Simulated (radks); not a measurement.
**Nuclear size and the levels of In⁺**

The task here is to estimate one member of a computed series from the others.

Method: Dirac Kohn-Sham, exchange-only LDA, spin-unpolarised, spherical densities, finite nucleus. Code: radks (a radial shooting solver on a logarithmic mesh, Libxc functionals) version 1.

## What is computed

| Quantity | Value |
| --- | --- |
| element | indium (Z = 49) |
| charge | +1 |
| electrons | 48 |
| configuration | [Kr] 4d10 5s2 |
| nuclear rms radius | 4.6156 fm |

Outer shells as boxes (Hund's rule):

In⁺
```
[Kr] core
4d [↑↓][↑↓][↑↓][↑↓][↑↓]
5s [↑↓]
```

Set-up of the first run:

Settings of this run:

```text
Z 49
configuration [Kr] 4d10 5s2 5p0 6s0
relativity Dirac
functional lda,
spin unpolarised
j_filling average
nucleus finite rms 4.6156 fm
c 137.035999084
```

Steps of the session up to this table: rms radius 4.6156 fm.

One of the session's tables, all rows but one given; the rest of the session is left out.

It belongs to the step «rms radius 4.6156 fm». From the orbitals of this run (lengths in bohr):

```
level     <r>  outermost maximum (interpolated)  90 % within  nodes
4p1/2  0.9011                             0.798         1.33      2
4p3/2  0.9322                             0.824         1.38      2
4d3/2   1.175                             0.926         1.85      1
4d5/2   1.192                             0.937         1.88      1
5s1/2   2.495                              2.12         3.69      4
5p1/2   3.144                              2.59         4.74      3
5p3/2   3.263                              2.69         4.92      3
6s1/2       ?                                 ?            ?      ?
```

Q: Estimate the row for 6s1/2 from the others.

As computed: <r>: 6.800; outermost maximum (interpolated): 6.04; 90 % within: 9.91; nodes: 5. In the column «<r>» it is the highest.
